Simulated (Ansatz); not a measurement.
# F− with CH3F: superposition error and deformation

An exercise on one series of results from a longer session: the logs are not shown, and one member is left open.

Program: Ansatz 0.2.0, Gaussian basis. Level of theory: PBE0-D4 structures, single points in def2-TZVPPD. These are calculated values, not measurements.

Levels: PBE-D4, revPBE-D4, BLYP-D4, r2SCAN-D4, B97M-V, PBE0-D4, B3LYP-D4, HSE06-D4, wB97X-V, wB97M-V, B2PLYP, Hartree-Fock, MP2, CCSD, CCSD(T).

Correlated methods freeze the cores. B3LYP uses VWN-RPA correlation. B2PLYP carries no dispersion term here.

129 further runs of the same task are left out: 129 set aside as unsound or not needed.

### Where the work starts

The relaxed pair: 6 atoms, charge -1, spin multiplicity 1.

Atoms are counted from 1 here; the program's logs count them from 0.

Bond lengths: C2–F3 1.410 Å, C2–H4 1.120 Å, C2–H5 1.096 Å, C2–H6 1.096 Å. Angles: F3–C2–H4 112.5°, F3–C2–H5 107.0°, F3–C2–H6 107.0°, H4–C2–H5 110.6°, H4–C2–H6 110.6°, H5–C2–H6 109.0°.

As a file:

```
F    -0.48296    0.23186   -2.32515
C     0.12130   -0.07730    0.40821
F    -0.53548    0.68835    1.39295
H    -0.23037    0.16288   -0.62779
H    -0.06617   -1.13092    0.64410
H     1.19367    0.12523    0.50767
```

Atoms 1 to 1 are fragment A (F−), the rest fragment B (CH3F). From earlier runs, pair energy (eV) and counterpoise interaction (meV):

| method | E(pair) | interaction |
| --- | --- | --- |
| PBE-D4 | -6516.56140 | -649 |
| revPBE-D4 | -6521.24423 | -591 |
| BLYP-D4 | -6522.45944 | -602 |
| r2SCAN-D4 | -6520.03801 | -660 |
| B97M-V | -6520.93813 | -636 |
| PBE0-D4 | -6516.47926 | -666 |
| B3LYP-D4 | -6523.50963 | -638 |
| HSE06-D4 | -6516.17853 | -666 |
| wB97X-V | -6520.86113 | -625 |
| wB97M-V | -6520.96403 | -633 |
| B2PLYP | -6519.27150 | -601 |
| Hartree-Fock | -6491.97850 | -549 |
| MP2 | -6511.73211 | -579 |
| CCSD(T) | -6512.67911 | -597 |

First each fragment is run alone in its own basis, frozen in the shape it has in the pair (a, b).

Set-up of the first run:

Input file a/in.yaml:

```yaml
crystal:
  periodic: [false, false, false]
  atoms:
    - {symbol: F, position_ang: [-0.482959, 0.231860, -2.325154]}
basis:
  gaussian: {orbitals: "def2-TZVPPD.json"}
total_charge: -1
hamiltonian: {xc: {name: wB97X-V}}
```

Input file b/in.yaml:

```yaml
crystal:
  periodic: [false, false, false]
  atoms:
    - {symbol: C, position_ang: [0.121300, -0.077304, 0.408213]}
    - {symbol: F, position_ang: [-0.535476, 0.688350, 1.392950]}
    - {symbol: H, position_ang: [-0.230369, 0.162880, -0.627786]}
    - {symbol: H, position_ang: [-0.066165, -1.130917, 0.644102]}
    - {symbol: H, position_ang: [1.193669, 0.125231, 0.507675]}
basis:
  gaussian: {orbitals: "def2-TZVPPD.json"}
hamiltonian: {xc: {name: wB97X-V}}
```

The basis file named in the input lies beside it (Basis Set Exchange, JSON).

The same command starts each run, in its folder.

On the command line:

```bash
ansatz run in.yaml --threads 2 --pin off --events-out ev --progress --plain --max-ram 5222MiB
```

Steps of the session up to this table: wB97X-V/def2-TZVPPD; wB97M-V/def2-TZVPPD; B2PLYP/def2-TZVPPD; B97M-V/def2-TZVPPD; CCSD(T)/def2-TZVPPD; Relaxing CH3F alone; PBE-D4/def2-TZVPPD; r2SCAN-D4/def2-TZVPPD; PBE0-D4/def2-TZVPPD; B3LYP-D4/def2-TZVPPD; BLYP-D4/def2-TZVPPD; revPBE-D4/def2-TZVPPD; HSE06-D4/def2-TZVPPD.

One table of the session follows, with a row left open; its other results are not shown here.

| method | interaction with counterpoise (meV) |
| --- | --- |
| PBE-D4 | -649 |
| revPBE-D4 | -591 |
| BLYP-D4 | -602 |
| r2SCAN-D4 | -660 |
| B97M-V | -636 |
| PBE0-D4 | -666 |
| B3LYP-D4 | -638 |
| HSE06-D4 | -666 |
| wB97X-V | -625 |
| wB97M-V | -633 |
| B2PLYP | -601 |
| Hartree-Fock | -549 |
| MP2 | -579 |
| CCSD | ? |
| CCSD(T) | -597 |

**Question.** Estimate the row for CCSD.

**Answer.** interaction with counterpoise (meV): -590. In the column «interaction with counterpoise (meV)» it lies between revPBE-D4 (-591) and MP2 (-579).
